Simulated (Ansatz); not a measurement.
# C₃H₉BO: basis-set convergence

One table from this session's results is given with a row withheld; the runs are named, their logs left out.

The runs use Ansatz 0.2.0, Gaussian basis; one geometry, several basis sets.

The runs, in order: PBE0-D4/def2-SVP; ωB97M-V/def2-SVP; PBE0-D4/def2-QZVPP; ωB97M-V/def2-QZVPP; CCSD(T)/cc-pV(D+d)Z; CCSD(T)/cc-pV(T+d)Z; MP2/cc-pV(Q+d)Z; the functionals' def2-TZVPP values are taken from earlier runs.

### The relaxed structure

All runs share one geometry, relaxed beforehand with PBE0-D4 in a triple-zeta def2 set.

SMILES `[BH3-][O+]=C(C)C`, 14 atoms, charge 0, spin multiplicity 1.

Atoms are counted from 1 here; the program's logs count them from 0.

Bond lengths: B1–O2 1.588 Å, B1–H6 1.203 Å, B1–H7 1.217 Å, B1–H8 1.217 Å, O2–C3 1.233 Å, C3–C4 1.477 Å, C3–C5 1.484 Å, C4–H9 1.095 Å, C4–H10 1.088 Å, C4–H11 1.095 Å, C5–H12 1.094 Å, C5–H13 1.094 Å, C5–H14 1.088 Å. Angles: O2–B1–H6 104.6°, O2–B1–H7 105.4°, O2–B1–H8 105.4°, H6–B1–H7 114.3°, H6–B1–H8 114.3°, H7–B1–H8 111.7°, B1–O2–C3 124.1°, O2–C3–C4 121.3°, O2–C3–C5 118.4°, C4–C3–C5 120.3°, C3–C4–H9 108.4°, C3–C4–H10 112.6°, C3–C4–H11 108.4°, H9–C4–H10 111.3°, H9–C4–H11 104.7°, H10–C4–H11 111.2°, C3–C5–H12 109.4°, C3–C5–H13 109.4° and more.

Set-up of the first run:

in.yaml reads:

```yaml
crystal:
  periodic: [false, false, false]
  atoms:
    - {symbol: B, position_ang: [-1.846048, 0.323444, 0.922059]}
    - {symbol: O, position_ang: [-0.378335, -0.280300, 0.981178]}
    - {symbol: C, position_ang: [0.438883, -0.201210, 0.061425]}
    - {symbol: C, position_ang: [0.106038, 0.482184, -1.205162]}
    - {symbol: C, position_ang: [1.777590, -0.812082, 0.253295]}
    - {symbol: H, position_ang: [-2.330059, 0.048423, 1.988302]}
    - {symbol: H, position_ang: [-2.381828, -0.220206, -0.025657]}
    - {symbol: H, position_ang: [-1.697854, 1.516359, 0.732800]}
    - {symbol: H, position_ang: [-0.201855, 1.507316, -0.973918]}
    - {symbol: H, position_ang: [0.929609, 0.468595, -1.915624]}
    - {symbol: H, position_ang: [-0.788932, 0.012131, -1.626224]}
    - {symbol: H, position_ang: [1.953052, -1.556255, -0.529467]}
    - {symbol: H, position_ang: [2.547964, -0.044755, 0.130496]}
    - {symbol: H, position_ang: [1.858874, -1.272746, 1.235298]}
basis:
  gaussian: {orbitals: def2-SVP}
hamiltonian: {xc: pbe0, dispersion: d4}
output: {orbitals: {seedname: orbitals}}
```

Run with:

```sh
$ ansatz run in.yaml --threads 2 --pin off --events-out ev --progress --plain --max-ram 22528MiB --backend cpu
```

Steps of the session up to this table: PBE0-D4 in def2-SVP; ωB97M-V in def2-SVP; PBE0-D4 in def2-QZVPP; ωB97M-V in def2-QZVPP.

One table of the session follows, with a row left open; its other results are not shown here.

```
functional       basis  HOMO (eV)  LUMO (eV)
   PBE0-D4    def2-SVP      -7.51      -1.77
   PBE0-D4  def2-TZVPP          ?          ?
   PBE0-D4  def2-QZVPP      -7.62      -1.81
   ωB97M-V    def2-SVP      -9.80       0.50
   ωB97M-V  def2-TZVPP      -9.96       0.45
   ωB97M-V  def2-QZVPP      -9.96       0.41
```

Estimate the missing values for PBE0-D4, def2-TZVPP.

**Answer.** HOMO (eV): -7.61; LUMO (eV): -1.79. In the column «HOMO (eV)» it lies between PBE0-D4, def2-QZVPP (-7.62) and PBE0-D4, def2-SVP (-7.51).
